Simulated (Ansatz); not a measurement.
# Te2Mo: the cost of one run

Program: Ansatz 0.2.0. Level of theory: DFT PBE+D3(BJ), scalar-relativistic, plane waves, PAW. These are calculated values, not measurements.

## (1) The starting structure

Symmetry: P6_3/mmc, No. 194, hexagonal system. Conventional cell: a = 3.496 Å, b = 3.496 Å, c = 13.702 Å, α = 90.00°, β = 90.00°, γ = 120.00°. Te (site symmetry 3m) is surrounded by 3 Mo at 2.72 Å. Mo (site symmetry -6m2) has 6 Te at 2.72 Å as nearest neighbours.

As a file:

```xyz
6
Lattice="3.4964 0.0000 0.0000 -1.7482 3.0279 0.0000 0.0000 0.0000 13.7017" Properties=species:S:1:pos:R:3 pbc="T T T"
Te    0.0000    2.0186    8.4587
Te    1.7482    1.0093    1.6079
Te    0.0000    2.0186   12.0939
Te    1.7482    1.0093    5.2430
Mo    0.0000    2.0186    3.4254
Mo    1.7482    1.0093   10.2763
```

This cell was relaxed beforehand with the same method: volume 24.18 Å³/atom, gap on the mesh 0.67 eV.

## (2) The bulk's band edges

Contents of input.yaml:

```yaml
crystal:
  lattice:
    - [3.4963747142, 0.0, 0.0]
    - [-1.7481873571, 3.0279493237, 0.0]
    - [0.0, 0.0, 13.7017401888]
  atoms:
    - { symbol: Te, position: [0.3333333333, 0.6666666667, 0.6173474199] }
    - { symbol: Te, position: [0.6666666667, 0.3333333333, 0.1173474199] }
    - { symbol: Te, position: [0.3333333333, 0.6666666667, 0.8826525801] }
    - { symbol: Te, position: [0.6666666667, 0.3333333333, 0.3826525801] }
    - { symbol: Mo, position: [0.3333333333, 0.6666666667, 0.25] }
    - { symbol: Mo, position: [0.6666666667, 0.3333333333, 0.75] }
basis:
  ecutwfc: 420
kpoints:
  mp_grid: { grid: [9, 9, 2] }
  band_path: { path: [VBM, CBM], npoints: 2 }
hamiltonian:
  xc: pbe
  dispersion: d3bj
scf:
  occupations: { method: gaussian, width: 0.02 }
output:
  forces: true
  stress: true
  eigenvalues: true
```

The run is started by

```
$ ansatz run input.yaml --threads 1 --pin off --max-ram 2560MiB --backend cpu --events-out ev --progress --plain --runs-dir out
```

What time and memory should one allow on 1 thread of Intel Xeon at 2.70GHz, shared host?

About 53 s, with a peak of 0.49 GiB.
